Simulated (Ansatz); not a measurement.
Task: a single point in a Gaussian basis of C₂H₁₀GeSSi, SMILES CS[SiH2][CH2][GeH3], with the Python package of Ansatz (0.2.0). Give the script and its output. Settings: MP2, def2-SVP basis, multiplicity 1.

```tsv
atom	x (Å)	y (Å)	z (Å)
C	2.4122	0.2796	-0.5022
S	1.3334	-1.0268	-1.1648
Si	0.1454	-1.2034	0.6256
C	-0.9193	0.3132	0.8752
Ge	-2.1126	0.5411	-0.6439
H	1.8227	1.1957	-0.2930
H	3.1866	0.5230	-1.2581
H	2.9167	-0.0675	0.4237
H	1.0273	-1.3780	1.7890
H	-0.7256	-2.3821	0.5080
H	-0.2780	1.2113	0.9809
H	-1.5228	0.1859	1.7970
H	-2.9848	-0.7295	-0.8089
H	-1.2763	0.7678	-1.9290
H	-3.0249	1.7697	-0.3995
```

`energy_c2h10gessi.py`
```python
import ansatz as az
from ase import Atoms

atoms = Atoms(["C", "S", "Si", "C", "Ge", "H", "H", "H", "H", "H", "H", "H", "H", "H", "H"], positions=[
    (2.4122, 0.2796, -0.5022),
    (1.3334, -1.0268, -1.1648),
    (0.1454, -1.2034, 0.6256),
    (-0.9193, 0.3132, 0.8752),
    (-2.1126, 0.5411, -0.6439),
    (1.8227, 1.1957, -0.293),
    (3.1866, 0.523, -1.2581),
    (2.9167, -0.0675, 0.4237),
    (1.0273, -1.378, 1.789),
    (-0.7256, -2.3821, 0.508),
    (-0.278, 1.2113, 0.9809),
    (-1.5228, 0.1859, 1.797),
    (-2.9848, -0.7295, -0.8089),
    (-1.2763, 0.7678, -1.929),
    (-3.0249, 1.7697, -0.3995),
])
system = az.Crystal.molecule_from_ase(atoms)

calc = (
    system.calculation()
    .basis(gaussian="def2-SVP")
    .correlation("MP2", electrons="valence")
)
res = calc.run()
summary = res.report

for key in ("converged", "free_energy_ev", "reference_energy_ev", "n_frozen", "n_occupied", "n_virtual"):
    print(f"{key:22s} {summary[key]}")

parts = summary["correlation"]
for name in ("random_phase", "coupled_cluster", "perturbative"):
    if name in parts:
        print(f"{name:16s} {parts[name]['energy']['hartree']:12.7f} Ha")
if "second_order" in parts:
    pair = parts["second_order"]
    print(f"MP2 same spin {pair['same_spin']['hartree']:.7f} Ha, opposite spin {pair['opposite_spin']['hartree']:.7f} Ha")

field = summary["mean_field"]
print("<S^2> =", round(abs(field["state"]["spin_squared"]), 4), " relativity:", field["relativity"])
print("passes:", field["passes"])
if "symmetry" in field:
    print("occupied orbitals by irrep:", field["symmetry"]["occupied"])
```

```console
$ python energy_c2h10gessi.py
converged              True
free_energy_ev         -77379.08462897739
reference_energy_ev    -77358.36279292991
n_frozen               21
n_occupied             [21, 21]
n_virtual              [104, 104]
MP2 same spin -0.1827541 Ha, opposite spin -0.5787593 Ha
<S^2> = 0.0  relativity: none
passes: {'evaluations': 11, 'products': 35}
occupied orbitals by irrep: [{'A': 42}, {'A': 42}]
```

Caveats:
- These settings explore the input space; basis and method may be short of convergence.
- The geometry is a force-field or estimated start, not a minimum of this method, and the basis set is short of its limit.
- S² is that of the Hartree-Fock reference.
- The whole script took 6.7 s on 1 thread of Arm Neoverse V1, on a shared host, peak memory 0.41 GiB.

(Lines on the test bed's own set-up are left out of the output.)
